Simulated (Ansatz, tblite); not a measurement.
# Cyclo-(F2SnO)3 (Sn3O3F6): rung by rung

An exercise on one series of results from a longer session: the logs are not shown, and one member is left open.

Computed with Ansatz 0.2.0, Gaussian basis. Level: as each input shows.

Plan: GFN1-xTB, GFN2-xTB, PBE-D4/def2-TZVP, r2SCAN-D4/def2-TZVP, BLYP-D4/def2-TZVP, BHLYP-D4/def2-TZVP, PBE-D4/def2-SVP, PBE0-D4/def2-SVP, MP2/def2-SVP.

6 further runs of the same task are left out: 3 that didn't finish, 3 set aside as unsound or not needed. Runs told in other sessions of the task aren't counted.

## The relaxed structure

The singlet was relaxed beforehand with PBE-D4/def2-SVP.

12 atoms, charge 0, spin multiplicity 1.

Bond lengths: Sn1–F2 1.932 Å, Sn1–F3 1.933 Å, Sn1–O4 1.991 Å, Sn1–O12 1.991 Å, O4–Sn5 1.991 Å, Sn5–F6 1.930 Å, Sn5–F7 1.936 Å, Sn5–O8 1.990 Å, O8–Sn9 1.990 Å, Sn9–F10 1.936 Å, Sn9–F11 1.929 Å, Sn9–O12 1.991 Å. Angles: F2–Sn1–F3 106.8°, F2–Sn1–O4 108.2°, F2–Sn1–O12 111.7°, F3–Sn1–O4 111.7°, F3–Sn1–O12 108.3°, O4–Sn1–O12 110.3°, Sn1–O4–Sn5 122.8°, O4–Sn5–F6 108.6°, O4–Sn5–F7 110.3°, O4–Sn5–O8 111.5°, F6–Sn5–F7 107.4°, F6–Sn5–O8 110.0°, F7–Sn5–O8 109.0°, Sn5–O8–Sn9 121.6°, O8–Sn9–F10 109.3°, O8–Sn9–F11 109.4°, O8–Sn9–O12 111.9°, F10–Sn9–F11 107.5° and more.

As a file:

```csv
atom,x (Å),y (Å),z (Å)
Sn1,-0.44341,-1.93177,-0.29209
F2,-2.01070,-2.67707,-1.14103
F3,0.64860,-3.42333,0.27171
O4,-1.04011,-0.83060,1.25554
Sn5,-0.08201,0.81227,1.84496
F6,-1.26592,1.84736,2.96314
F7,1.45992,0.34156,2.91632
O8,0.51469,1.90542,0.29317
Sn9,0.54376,1.16639,-1.55414
F10,-1.03127,1.76653,-2.50681
F11,2.08559,1.84632,-2.49359
O12,0.62085,-0.82307,-1.55716
```

Sn takes a core potential in the def2 sets. No spin-orbit coupling is included.

PBE0-D4/def2-TZVP was run before; its log isn't repeated, and its numbers join the tables.

Set-up of the first run:

Tight binding, by tblite at 300 K electronic temperature and without a spin-polarisation term:

```python
tblite.interface.Calculator('GFN1-xTB', numbers, positions, charge=0, uhf=0).singlepoint()
```

Tight binding, by tblite at 300 K electronic temperature and without a spin-polarisation term:

```python
tblite.interface.Calculator('GFN2-xTB', numbers, positions, charge=0, uhf=0).singlepoint()
```

start.molden holds the orbitals of an earlier run on this state, given as this run's starting guess.

Input file in.yaml:

```yaml
crystal:
  periodic: [false, false, false]
  atoms:
    - {symbol: Sn, position_ang: [-0.443413, -1.931771, -0.292089]}
    - {symbol: F, position_ang: [-2.010698, -2.677070, -1.141029]}
    - {symbol: F, position_ang: [0.648597, -3.423328, 0.271712]}
    - {symbol: O, position_ang: [-1.040106, -0.830596, 1.255538]}
    - {symbol: Sn, position_ang: [-0.082006, 0.812266, 1.844957]}
    - {symbol: F, position_ang: [-1.265925, 1.847365, 2.963141]}
    - {symbol: F, position_ang: [1.459921, 0.341556, 2.916318]}
    - {symbol: O, position_ang: [0.514693, 1.905419, 0.293172]}
    - {symbol: Sn, position_ang: [0.543764, 1.166387, -1.554140]}
    - {symbol: F, position_ang: [-1.031269, 1.766527, -2.506813]}
    - {symbol: F, position_ang: [2.085593, 1.846320, -2.493592]}
    - {symbol: O, position_ang: [0.620849, -0.823065, -1.557165]}
basis:
  gaussian: {orbitals: def2-TZVP, initial_orbitals: start.molden}
hamiltonian: {xc: pbe, dispersion: d4}
scf: {omitted_lower_state_checks: [starts]}
output: {orbitals: {seedname: orbitals}}
```

Command:

```console
$ ansatz run in.yaml --threads 4 --pin off --events-out ev --progress --plain --max-ram 6963MiB
```

Steps of the session up to this table: PBE-D4/def2-TZVP; r2SCAN-D4/def2-TZVP; BLYP-D4/def2-TZVP; BHLYP-D4/def2-TZVP; PBE-D4/def2-SVP; PBE0-D4/def2-SVP; MP2/def2-SVP.

One table of the session follows, with a row left open; its other results are not shown here.

It belongs to the step «Binding energy». 

| level | binding an atom (eV) |
| --- | --- |
| HF/def2-SVP | 2.078 |
| PBE-D4/def2-SVP | 3.894 |
| PBE-D4/def2-TZVP | 3.970 |
| BLYP-D4/def2-TZVP | ? |
| r2SCAN-D4/def2-TZVP | 3.822 |
| PBE0-D4/def2-SVP | 3.583 |
| PBE0-D4/def2-TZVP | 3.693 |
| BHLYP-D4/def2-TZVP | 3.411 |
| MP2/def2-SVP | 3.701 |

**Question.** Estimate the row for BLYP-D4/def2-TZVP.

**Answer.** binding an atom (eV): 3.865. In the column «binding an atom (eV)» it lies between r2SCAN-D4/def2-TZVP (3.822) and PBE-D4/def2-SVP (3.894).

Caveats from the session: Free atoms were run apart at each level; binding is atoms less cluster, divided by the number of atoms, without zero-point or spin-orbit terms.
